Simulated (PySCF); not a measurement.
# C₂₆H₁₆BN: electronic excitations, NMR shifts

Computed with PySCF 2.14.0 and routines of our own; the level stands in each step. Atoms count from 0.

### Step 1. The starting structure

44 atoms, charge 0, multiplicity 1; geometry from: GFN2-xTB.

### Step 2. Electronic excitations: TDA LC-wPBE/def2-SVP in methanol

Job settings and geometry (Å):

```
{"job": {"kind": "uv", "basis": "def2-SVP", "grid": 1, "kgrid": 0, "vcut": 1.5, "nstates": 8, "ntriplets": 0, "tda": true, "delta": [], "pop": false, "xc": "LC-wPBE", "solvent": "methanol", "pol": false}, "charge": 0, "multiplicity": 1}
B     -4.125135    -2.578903     0.270113
N     -3.325427    -3.650413    -0.170825
C     -2.008083    -3.517106    -0.485039
C     -1.341101    -2.324514    -0.375176
C      0.043757    -2.236419    -0.705835
C      0.773623    -1.104309    -0.504816
C      2.213029    -1.048223    -0.732452
C      2.893456    -2.009154    -1.464504
C      4.277410    -1.955546    -1.621796
C      5.008376    -0.941546    -1.061068
C      4.364590     0.072260    -0.326424
C      5.081396     1.135351     0.261632
C      4.432042     2.107382     0.978929
C      3.049404     2.064383     1.133830
C      2.300486     1.041896     0.565617
C      0.879262     1.025026     0.654918
C      0.118052     0.055793     0.066502
C     -1.333885     0.076939     0.116046
C     -2.033681    -1.131662     0.037604
C     -3.421878    -1.213913     0.351287
C     -4.070371    -0.050514     0.723255
C     -3.449748     1.202879     0.631963
C     -4.174848     2.393502     0.865413
C     -3.609555     3.614852     0.646017
C     -2.304024     3.692948     0.136788
C     -1.559551     2.561403    -0.048139
C     -2.078414     1.283552     0.255582
C      2.956466     0.019535    -0.170761
H     -5.250621    -2.772067     0.525262
H     -3.701227    -4.582066    -0.280621
H     -1.487642    -4.400591    -0.831522
H      0.513995    -3.137661    -1.069718
H      2.355163    -2.815491    -1.938330
H      4.771661    -2.727416    -2.194312
H      6.081714    -0.903804    -1.178622
H      6.154031     1.168425     0.138065
H      4.991814     2.918133     1.422996
H      2.546411     2.841773     1.690992
H      0.412931     1.808887     1.233039
H     -5.101893    -0.096110     1.043215
H     -5.200324     2.309742     1.195465
H     -4.169514     4.521189     0.822432
H     -1.893397     4.657779    -0.121905
H     -0.575453     2.640190    -0.483885
```

With the program's defaults for keys left out, this is: TDA LC-wPBE/def2-SVP, vertical, IEF-PCM methanol (non-equilibrium linear response), core orbitals frozen in the response, virtual orbitals cut by energy.

Command:

```
$ OMP_NUM_THREADS=2 python large_run.py task.json out
```

This one command runs all jobs of the session in turn.

Q: Estimate the wall time and peak memory of this first job on 2 threads of Intel Xeon at 2.50GHz, shared host.

About 2.7 min, with a peak of 1.6 GiB.
